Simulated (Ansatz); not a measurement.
# Zn2B3: a trial structure relaxed

Where does Zn2B3 go from the start given, A-type sesquioxide type (P-3m1, No. 164)?

Method: DFT PBE, scalar-relativistic, plane waves, PAW, in Ansatz 0.2.0.

## Step 1: Starting point

The structure is trigonal, space group P-3m1 (No. 164). The conventional cell has a = 3.256 Å, b = 3.256 Å, c = 5.066 Å, α = 90.00°, β = 90.00°, γ = 120.00°. Zn (site symmetry 3m) is surrounded by 7 B at 1.96 to 2.25 Å. B (site symmetry -3m) is surrounded by 6 Zn at 2.25 Å. Around B (site symmetry 3m) lie 4 Zn at 1.96 to 2.03 Å.

As a file:

```xyz
5
Lattice="3.2561 0.0000 0.0000 -1.6281 2.8199 0.0000 0.0000 0.0000 5.0660" Properties=species:S:1:pos:R:3 pbc="T T T"
Zn    0.0000    1.8799    1.2412
Zn    1.6281    0.9400    3.8248
B     0.0000    0.0000    0.0000
B     0.0000    1.8799    3.2676
B     1.6281    0.9400    1.7984
```

(A quick probe on a coarse mesh, which set the mesh and smearing, is not shown.)

## Step 3: A loose first relaxation

File input.yaml:

```yaml
crystal:
  lattice:
    - [3.256108847, 0.0, 0.0]
    - [-1.6280544235, 2.819872979, 0.0]
    - [0.0, 0.0, 5.0659764548]
  atoms:
    - { symbol: Zn, position: [0.3333333333, 0.6666666667, 0.245] }
    - { symbol: Zn, position: [0.6666666667, 0.3333333333, 0.755] }
    - { symbol: B, position: [0.0, 0.0, 0.0] }
    - { symbol: B, position: [0.3333333333, 0.6666666667, 0.645] }
    - { symbol: B, position: [0.6666666667, 0.3333333333, 0.355] }
basis:
  ecutwfc: 420
kpoints:
  mp_grid: { grid: [6, 6, 4] }
hamiltonian:
  xc: pbe
scf:
  occupations: { method: gaussian, width: 0.1 }
  lower_state_search: "off"
output:
  forces: true
  stress: true
  eigenvalues: true
relax:
  adjacent_minimum: "off"
  f_tol: 0.04
  max_steps: 70
  cell: { stress_tol: 0.4 }
```

Command:

```
$ ansatz run input.yaml --threads 1 --pin off --max-ram 2560MiB --backend cpu --events-out ev --progress --plain --runs-dir out
```

Further runs follow: the relaxation.

**Question.** What will these runs give?

The runs gave:

Formation energies count from the elements, computed with the same settings in runs not shown here.

```
                          quantity                                                                       value
                              cell  a = 2.946 Å, b = 2.946 Å, c = 7.083 Å, α = 90.00°, β = 90.00°, γ = 120.00°
                       space group                                                             P-3m1 (No. 164)
                            volume                                                               10.65 Å³/atom
                   gap on the mesh                                                                none (metal)
formation energy from the elements                                                              +0.612 eV/atom
```

The space group stayed P-3m1, and from the first guess the volume went from 9.30 to 10.65 Å³/atom. The formation energy of +0.61 eV/atom is positive, so the elements lie lower than this structure; another structure of the compound can lie lower.
